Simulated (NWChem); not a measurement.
# the pair BHF2···CuNH2: a chain of runs

Aim: a single-point energy (singlet CuBNH3F2, CAM-B3LYP-D3(0)/def2-SVP), then the energy (singlet BHF2, CAM-B3LYP-D3(0)/def2-SVP), then a single-point energy (singlet CuNH2, CAM-B3LYP-D3(0)/def2-SVP), then the energy (singlet BHF2, CAM-B3LYP-D3(0)/def2-SVP), then the energy (singlet CuNH2, CAM-B3LYP-D3(0)/def2-SVP) of BCuF2H3N and its partners. 

The calculation is run with NWChem 7.3.0.

### 1 The structure to begin with

CuBNH3F2: 8 atoms, total charge 0, spin state singlet. The two molecules were placed rigidly side by side, at 1.1 times their contact distance; the pair isn't optimised.

Bond lengths: F1–B2 1.313 Å, B2–F3 1.313 Å, N5–Cu6 1.830 Å, B2–H4 1.191 Å, N5–H7 1.019 Å, N5–H8 1.019 Å. Angles: F1–B2–F3 118.1°, F1–B2–H4 121.0°, F3–B2–H4 121.0°, Cu6–N5–H7 107.0°, Cu6–N5–H8 107.0°, H7–N5–H8 104.5°.

### 2 A single-point energy at CAM-B3LYP-D3(0)/def2-SVP (run 1)

mymol.nw reads:

```
start mymol
memory 2200 mb

geometry noautosym nocenter noautoz
   F     1.154300    0.456900   -0.361900
   B    -0.001900   -0.031000    0.025200
   F    -1.095400    0.528700   -0.438900
   H    -0.057000   -0.954600    0.775600
   N     3.714790   -1.709940    1.587170
   Cu    3.561180   -3.040580    2.834560
   H     4.426380   -1.063960    1.926920
   H     2.848810   -1.172980    1.616240
end

basis spherical bse
   * library def2-SVP
end

dft
   xc xcamb88 1.00 lyp 0.81 vwn_5 0.19 hfexch 1.00
   cam 0.33 cam_alpha 0.19 cam_beta 0.46
   disp vdw 3
   grid fine
   convergence energy 1e-08
   direct
   maxiter 100
   mulliken
   noprint "final vectors analysis"
end

task dft energy
```

Run with:

```sh
$ nwchem mymol.nw > mymol.out
```

What it wrote:

```text
[...]
          Wavefunction type:  closed shell.
          No. of atoms     :     8
          No. of electrons :    62
[...]
          Charge           :     0
          Spin multiplicity:     1
[...]
          AO basis - number of functions:   102
[...]
              XC Information
              --------------
                     Hartree-Fock (Exact) Exchange  1.000
                   CAM-Becke88 Exchange Functional  1.000
                      VWN V Correlation Functional  0.190 local
              Lee-Yang-Parr Correlation Functional  0.810
[...]
 d= 0,ls=0.0,diis     1  -1921.0032666930 -2.15D+03  2.44D-02  2.60D+00     3.2
[...]
 d= 0,ls=0.5,diis    27  -1921.2471669489 -9.02D-09  1.25D-06  3.16D-08    87.6
[...]
         Total DFT energy =    -1921.247166953344
      One electron energy =    -3135.299802660492
           Coulomb energy =     1083.422297412373
    Exchange-Corr. energy =     -100.256497464388
 Nuclear repulsion energy =      230.889171004435
    Dispersion correction =       -0.002335245272
[...]
      Total Density - Mulliken Population Analysis
     ---------------------------------------------
    Atom       Charge   Shell Charges
 -----------   ------   -------------------------------------------------------
    1 F    9     9.08   1.99  1.13  0.71  3.37  1.86  0.01
    2 B    5     4.74   1.99  0.74  0.07  1.46  0.25  0.22
    3 F    9     9.08   1.99  1.13  0.71  3.38  1.87  0.01
    4 H    1     1.10   0.74  0.34  0.01
    5 N    7     7.38   1.99  1.01  0.51  2.35  1.52  0.02
    6 Cu  29    28.79   2.00  2.00  2.00  0.83  0.01  6.00  6.00  0.19  7.84  1.92  0.00
    7 H    1     0.91   0.72  0.15  0.05
    8 H    1     0.91   0.72  0.15  0.05
[...]
```

Run time: 92 s. Hardware: 1 thread of Intel Xeon Platinum 8559C (Emerald Rapids), shared host; peak memory 0.12 GiB.

### 3 BHF2: a single-point energy at CAM-B3LYP-D3(0)/def2-SVP (run 2)

m1.nw reads:

```
start m1
title "BF2H"
memory stack 880 mb heap 220 mb global 1100 mb

geometry units bohr noautosym nocenter noautoz
 F   2.18131087  0.86341587 -0.68389188
 B  -0.00359048 -0.05858151  0.04762110
 F  -2.07000600  0.99909820 -0.82940080
 H  -0.10771439 -1.80393256  1.46567158
end

basis spherical bse
 * library def2-SVP
end

dft
 xc xcamb88 1.00 lyp 0.81 vwn_5 0.19 hfexch 1.00
 cam 0.33 cam_alpha 0.19 cam_beta 0.46
 disp vdw 3
 grid fine
 convergence energy 1e-08
 direct
 maxiter 100
 mulliken
 noprint "final vectors analysis"
end

task dft energy
```

Run with:

```sh
$ nwchem m1.nw > m1.out
```

What it wrote:

```text
[...]
          Wavefunction type:  closed shell.
          No. of atoms     :     4
          No. of electrons :    24
[...]
          Charge           :     0
          Spin multiplicity:     1
[...]
          AO basis - number of functions:    47
[...]
              XC Information
              --------------
                     Hartree-Fock (Exact) Exchange  1.000
                   CAM-Becke88 Exchange Functional  1.000
                      VWN V Correlation Functional  0.190 local
              Lee-Yang-Parr Correlation Functional  0.810
[...]
 d= 0,ls=0.0,diis     1   -224.9432069577 -2.87D+02  1.99D-02  5.86D-01     0.5
[...]
 d= 0,ls=0.0,diis     7   -225.0139087583 -9.82D-09  1.06D-06  2.25D-09     2.9
         Total DFT energy =     -225.013908758346
      One electron energy =     -434.893396428195
           Coulomb energy =      173.333631800587
    Exchange-Corr. energy =      -25.342020233533
 Nuclear repulsion energy =       61.888554693035
    Dispersion correction =       -0.000678590240
[...]
      Total Density - Mulliken Population Analysis
     ---------------------------------------------
    Atom       Charge   Shell Charges
 -----------   ------   -------------------------------------------------------
    1 F    9     9.08   1.99  1.13  0.71  3.38  1.87  0.01
    2 B    5     4.74   1.99  0.74  0.08  1.46  0.26  0.22
    3 F    9     9.08   1.99  1.13  0.71  3.38  1.87  0.01
    4 H    1     1.09   0.74  0.34  0.01
[...]
```

It took 3.6 s on 1 thread of Intel Xeon Platinum 8559C (Emerald Rapids), shared host; peak memory 0.12 GiB.

### 4 CuNH2: a single-point energy at CAM-B3LYP-D3(0)/def2-SVP (run 3)

cuh2n.nw reads:

```
start cuh2n
memory 2200 mb
charge 0
geometry noautosym nocenter noautoz
   N        3.714790      -1.709940       1.587170
   Cu       3.561180      -3.040580       2.834560
   H        4.426380      -1.063960       1.926920
   H        2.848810      -1.172980       1.616240
end
basis spherical bse
   * library def2-SVP
end
dft
   xc xcamb88 1.00 lyp 0.81 vwn_5 0.19 hfexch 1.00
   cam 0.33 cam_alpha 0.19 cam_beta 0.46
   mult 1
   disp vdw 3
   grid fine
   convergence energy 1e-08
   direct
   iterations 100
   mulliken
   print low
end
task dft energy
```

Run with:

```sh
$ nwchem cuh2n.nw > cuh2n.out
```

What it wrote:

```text
[...]
 d= 0,ls=0.0,diis     1  -1696.0596084995 -1.78D+03  4.15D-02  2.01D+00     1.1
[...]
 d= 0,ls=0.0,diis    13  -1696.2321362357 -3.87D-09  1.41D-06  3.51D-10    11.9
         Total DFT energy =    -1696.232136235654
      One electron energy =    -2521.138262702177
           Coulomb energy =      820.425989465675
    Exchange-Corr. energy =      -74.916565753065
 Nuclear repulsion energy =       79.397654554707
    Dispersion correction =       -0.000951800794
[...]
      Total Density - Mulliken Population Analysis
     ---------------------------------------------
    Atom       Charge   Shell Charges
 -----------   ------   -------------------------------------------------------
    1 N    7     7.38   1.99  1.01  0.51  2.35  1.52  0.02
    2 Cu  29    28.79   2.00  2.00  2.00  0.83  0.01  6.00  6.00  0.19  7.84  1.92  0.00
    3 H    1     0.91   0.72  0.15  0.05
    4 H    1     0.91   0.72  0.15  0.05
[...]
```

Wall time 13 s (1 thread of Intel Xeon Platinum 8559C (Emerald Rapids), shared host); peak memory 0.12 GiB.

### 5 BHF2 among ghost functions: a single-point energy at CAM-B3LYP-D3(0)/def2-SVP (with ghost functions) (run 4)

bf2h.nw reads:

```
start bf2h
memory 2200 mb
charge 0

geometry units angstroms noautosym nocenter noautoz
  F      1.154300     0.456900    -0.361900
  B     -0.001900    -0.031000     0.025200
  F     -1.095400     0.528700    -0.438900
  H     -0.057000    -0.954600     0.775600
  bqN      3.714790    -1.709940     1.587170
  bqCu     3.561180    -3.040580     2.834560
  bqH      4.426380    -1.063960     1.926920
  bqH      2.848810    -1.172980     1.616240
end

basis spherical bse
  F library def2-SVP
  B library def2-SVP
  H library def2-SVP
  bqN library N def2-SVP
  bqCu library Cu def2-SVP
  bqH library H def2-SVP
end

dft
  xc xcamb88 1.00 lyp 0.81 vwn_5 0.19 hfexch 1.00
  cam 0.33 cam_alpha 0.19 cam_beta 0.46
  disp vdw 3
  grid fine
  convergence energy 1e-08
  direct
  maxiter 100
  mulliken
  print low
end

task dft energy
```

Run with:

```sh
$ nwchem bf2h.nw > bf2h.out
```

What it wrote:

```text
[...]
 d= 0,ls=0.0,diis     1   -224.9435786087 -2.87D+02  9.12D-03  5.87D-01     2.1
[...]
 d= 0,ls=0.0,diis     7   -225.0143060777 -8.98D-09  8.37D-07  3.11D-08    17.5
         Total DFT energy =     -225.014306077697
      One electron energy =     -434.885757987471
           Coulomb energy =      173.324617642577
    Exchange-Corr. energy =      -25.341046385062
 Nuclear repulsion energy =       61.888559242293
    Dispersion correction =       -0.000678590033
[...]
      Total Density - Mulliken Population Analysis
     ---------------------------------------------
    Atom       Charge   Shell Charges
 -----------   ------   -------------------------------------------------------
    1 F    9     9.08   1.99  1.13  0.72  3.38  1.87  0.01
    2 B    5     4.74   1.99  0.74  0.08  1.46  0.25  0.22
    3 F    9     9.08   1.99  1.13  0.71  3.38  1.87  0.01
    4 H    1     1.09   0.74  0.34  0.01
    5 X    0    -0.00  -0.00  0.00 -0.00 -0.00 -0.00 -0.00
    6 X    0     0.00  -0.00 -0.00 -0.00 -0.00  0.00 -0.00 -0.00 -0.00 -0.00  0.00 -0.00
    7 X    0    -0.00   0.00 -0.00  0.00
    8 X    0     0.00  -0.00  0.00 -0.00
[...]
```

It took 18 s on 1 thread of Intel Xeon Platinum 8559C (Emerald Rapids), shared host; peak memory 0.12 GiB.

### 6 CuNH2 among ghost functions: the energy at CAM-B3LYP-D3(0)/def2-SVP (with ghost functions) (run 5)

cuh2n.nw reads:

```
start cuh2n
title "CuH2N"
memory total 2200 mb

geometry units atomic noautosym nocenter noautoz
 N      7.01993571    -3.23131829     2.99931661
 Cu     6.72965488    -5.74586346     5.35654208
 H      8.36464592    -2.01059301     3.64135106
 H      5.38347068    -2.21661095     3.05425095
 bqF      2.181311     0.863416    -0.683892
 bqB     -0.003590    -0.058582     0.047621
 bqF     -2.070006     0.999098    -0.829401
 bqH     -0.107714    -1.803933     1.465672
end

basis spherical bse
 N library def2-SVP
 Cu library def2-SVP
 H library def2-SVP
 bqF library F def2-SVP
 bqB library B def2-SVP
 bqH library H def2-SVP
end

dft
 xc xcamb88 1.00 lyp 0.81 vwn_5 0.19 hfexch 1.00
 cam 0.33 cam_alpha 0.19 cam_beta 0.46
 mult 1
 disp vdw 3
 grid fine
 convergence energy 1e-08
 direct
 maxiter 100
 mulliken
 print low
end

task dft energy
```

Run with:

```sh
$ nwchem cuh2n.nw > cuh2n.out
```

What it wrote:

```text
[...]
 d= 0,ls=0.0,diis     1  -1696.0597965709 -1.78D+03  2.25D-02  2.01D+00     2.8
[...]
 d= 0,ls=0.0,diis    13  -1696.2323674185 -3.97D-09  7.65D-07  3.59D-10    38.1
         Total DFT energy =    -1696.232367418486
      One electron energy =    -2521.133513860395
           Coulomb energy =      820.420715358997
    Exchange-Corr. energy =      -74.916265979687
 Nuclear repulsion energy =       79.397648863860
    Dispersion correction =       -0.000951801259
[...]
      Total Density - Mulliken Population Analysis
     ---------------------------------------------
    Atom       Charge   Shell Charges
 -----------   ------   -------------------------------------------------------
    1 N    7     7.39   1.99  1.01  0.51  2.35  1.52  0.02
    2 Cu  29    28.79   2.00  2.00  2.00  0.83  0.01  6.00  6.00  0.19  7.84  1.92  0.00
    3 H    1     0.91   0.72  0.15  0.05
    4 H    1     0.91   0.72  0.14  0.05
    5 X    0    -0.00  -0.00  0.00 -0.00 -0.00  0.00 -0.00
    6 X    0     0.00  -0.00 -0.00  0.00 -0.00  0.00 -0.00
    7 X    0    -0.00  -0.00  0.00 -0.00  0.00 -0.00 -0.00
    8 X    0     0.00  -0.00  0.00 -0.00
[...]
```

Wall time 39 s (1 thread of Intel Xeon Platinum 8559C (Emerald Rapids), shared host); peak memory 0.12 GiB.

### 7 Results

| quantity | value |
| --- | --- |
| run 1, CAM-B3LYP-D3(0)/def2-SVP: total energy | -1921.24717 Eh |
| run 1, CAM-B3LYP-D3(0)/def2-SVP: dipole moment | 3.85 D |
| run 1, CAM-B3LYP-D3(0)/def2-SVP: dispersion energy | -6.13 kJ/mol |
| BHF2: total energy | -225.01391 Eh |
| BHF2: dipole moment | 0.81 D |
| BHF2: dispersion energy | -1.78 kJ/mol |
| CuNH2: total energy | -1696.23214 Eh |
| CuNH2: dispersion energy | -2.50 kJ/mol |
| BHF2 among ghost functions: total energy | -225.01431 Eh |
| BHF2 among ghost functions: dispersion energy | -1.78 kJ/mol |
| CuNH2 among ghost functions: total energy | -1696.23237 Eh |
| CuNH2 among ghost functions: dispersion energy | -2.50 kJ/mol |
| interaction energy of the rigid parts BHF2 and CuNH2 (parts in their own basis; closest atoms 3.03 Å apart) | -0.031 eV |
| interaction energy of the rigid parts BHF2 and CuNH2 (parts in the whole basis, counterpoise; closest atoms 3.03 Å apart) | -0.013 eV |

The interaction energy of the rigid parts BHF2 and CuNH2 (parts in their own basis; closest atoms 3.03 Å apart) is −0.03 eV (−2.9 kJ/mol): the parts attract. Without counterpoise this holds the superposition error of the basis. The interaction energy of the rigid parts BHF2 and CuNH2 (parts in the whole basis, counterpoise; closest atoms 3.03 Å apart) is −0.01 eV (−0.3 kcal/mol). The basis-set superposition error is 1.7 kJ/mol.
